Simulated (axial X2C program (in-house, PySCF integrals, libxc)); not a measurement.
# All-electron X2C curves of ZnLi⁺

Aim: find the lowest determinant of ZnLi⁺, scan the bond at several levels and fit the constants, once spin-free and once with spin–orbit coupling.

Program: an in-house X2C program for linear molecules on PySCF integrals. Level of theory: all-electron X2C, Zn dyall-cv3z, Li dyall-cv3z. These are calculated values, not measurements.

### 1 Input

The input, task.json:

```json
{"zs": [30, 3], "q": 1, "bas": ["dyall-cv3z", "dyall-cv3z"], "levels": ["PBE0", "HF", "TPSSh"], "cc": true, "r0": 2.51, "thr": -2.0, "nmax": 90, "npts": 10, "nst": 2, "ntry": 6}
```

Keys: zs atomic numbers; q charge; bas basis sets; levels methods (HF also brings MP2); cc coupled cluster on or off; r0 starting distance in Å; thr threshold in hartree for freezing inner shells (an s shell follows its p shell); nmax most natural virtual spinors; npts points asked for on the curve; nst determinants followed; ntry starts of the search.

The run is started by

```bash
$ python so2c.py task.json out
```

Spin-free means the one-electron spin-free X2C Hamiltonian; two-component (2c) means X2C with spin–orbit coupling and atomic mean-field two-electron Coulomb and Gaunt terms. Basis: Zn dyall-cv3z contracted to [9s10p6d3f2g], Li dyall-cv3z contracted to [7s8p2d]; Gaussian nuclei, density fitting. Masses: Zn 63.929 u, Li 7.016 u.

Notation: σ, π±, δ± give the projection m of an orbital's angular momentum (0, ±1, ±2), α and β its spin, Λ and M_S the sums; ω is the projection of a spinor's total angular momentum and Ω the sum. Logs are in hartree.

The runs that follow: PBE0, spin-free; HF, spin-free; TPSSh, spin-free; MP2 and beyond, spin-free; PBE0, 2c; HF, 2c; TPSSh, 2c; MP2 and beyond, 2c.

Before running it: what results should come out? Wanted: for each run, Hamiltonian; Re; ωe; De; μ.

As calculated:

Lowest determinant that the search found at its distance, spin-free: M_S = 0, Λ = 0 (closed shell).

Lowest determinant that the search found at its distance, 2c: Ω = 0 (closed shell).

```tsv
Hamiltonian	level	Re (Å)	ωe (cm⁻¹)	De (eV)	μ (D)
spin-free	PBE0	2.668	257.7	0.654	7.91
spin-free	HF	2.777	242.8	0.628	7.91
spin-free	MP2	2.702	247.5	0.561	n/a
spin-free	CCSD	2.723	246.0	0.568	n/a
spin-free	CCSD(T)	2.718	246.3	0.562	n/a
spin-free	TPSSh	2.659	260.4	0.675	7.84
2c	PBE0	2.668	257.7	0.654	7.91
2c	HF	2.778	242.7	0.628	7.91
2c	MP2	2.702	247.5	0.561	n/a
2c	CCSD	2.724	246.0	0.568	n/a
2c	CCSD(T)	2.718	246.3	0.562	n/a
2c	TPSSh	2.659	260.3	0.675	7.84
```

Dipoles are positive if Li is the positive end and refer to the centre of mass.

What this shows: At CCSD(T), going from spin-free to two-component changes Re by 0 mÅ, ωe by 0.0 %, which is small (part of it comes from the scalar share of the two-electron terms). De moves by 0.00 eV; both De rest on single-determinant atoms, which can miss part of an open shell's spin–orbit lowering.

De refers to Zn + Li+, each in the lowest determinant found, which need not be this curve's own limit. The state is a single determinant with fixed occupations, the lowest that a limited PBE0 search found. The closed shell is kept restricted; where the fragments are open shells, the energy then runs too high at long range. De is counted from the lowest determinant-based energies of the atoms at the same level, without counterpoise correction. CCSD and (T) use frozen natural virtuals with an MP2 correction for the truncation. The meta-GGAs lack a current-density term, which matters for open shells with orbital currents, atoms included.
